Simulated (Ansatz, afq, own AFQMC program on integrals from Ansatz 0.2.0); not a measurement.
# The indium atom (doublet): quantum Monte Carlo beside coupled cluster, def2-TZVP

The task here is to estimate one member of a computed series from the others.

Program: Ansatz 0.2.0, Gaussian basis, and an in-house AFQMC program (afq) on its integrals; all values are calculated. Level of theory: def2-TZVP, frozen cores. These are calculated values, not measurements.

Plan: Full CI; PBE (unrestricted); r2SCAN (unrestricted); PBE0 (unrestricted); B3LYP (unrestricted); wB97M-V (unrestricted); B2PLYP (unrestricted); CCSD(T) on ROHF; Full CI; Full CI (quartet); Phaseless AFQMC, CISD trial on ROHF; Free-projection AFQMC, CISD trial on ROHF; CCSD(T) on UHF; Full CI; Phaseless AFQMC, CISD trial on UHF; Phaseless AFQMC, single-determinant trial on UHF; Free-projection AFQMC, CISD trial on UHF.

1 further run of the same task is left out (it didn't finish).

### The atom

A free atom, in its lowest state of this spin that the program finds. No spin-orbit coupling is included. Elements past krypton take def2 core potentials.

1 atom, charge 0, spin multiplicity 2.

The first run:

in.yaml

```yaml
crystal:
  periodic: [false, false, false]
  atoms:
    - {symbol: In, position_ang: [0.000000, 0.000000, 0.000000]}
basis:
  gaussian: {orbitals: def2-TZVP}
magnetization: {spin_polarized: false, initial_magnetization: 1}
correlation: {method: fci, electrons: outside_noble_gas}
```

Command:

```sh
$ ansatz run in.yaml --threads 1 --pin off --events-out ev --progress --plain --max-ram 1843MiB
```

Steps of the session up to this table: Full CI; PBE (unrestricted); r2SCAN (unrestricted); PBE0 (unrestricted); B3LYP (unrestricted); wB97M-V (unrestricted); B2PLYP (unrestricted); CCSD(T) on ROHF; Full CI (quartet); Phaseless AFQMC, CISD trial on ROHF; Free-projection AFQMC, CISD trial on ROHF; CCSD(T) on UHF; Phaseless AFQMC, CISD trial on UHF; Phaseless AFQMC, single-determinant trial on UHF; Free-projection AFQMC, CISD trial on UHF.

One of the session's tables, all rows but one given; the rest of the session is left out.

On the ROHF determinant, counted from full CI (exact for this spin and basis):

```
                                                   level  from full CI (kcal/mol)
                                                      HF                   +28.30
                                                     MP2                    +7.71
                                                    CCSD                    +0.67
                                                 CCSD(T)                        ?
                                                 full CI                     0.00
     Phaseless AFQMC, CISD trial, step 0.005, 60 walkers                    +0.08
Free-projection AFQMC, CISD trial, step 0.03, 60 walkers                    -0.01
```

Estimate the missing values for CCSD(T).

The run gave: from full CI (kcal/mol): +0.15. In the column «from full CI (kcal/mol)» it lies between Phaseless AFQMC, CISD trial, step 0.005, 60 walkers (+0.08) and CCSD (+0.67).

To keep in mind: On ROHF the phaseless walk with the CISD trial lies +0.08 kcal/mol from full CI, within three error bars. On UHF the phaseless walk with the CISD trial lies -0.07 kcal/mol from CCSD(T), within three error bars.
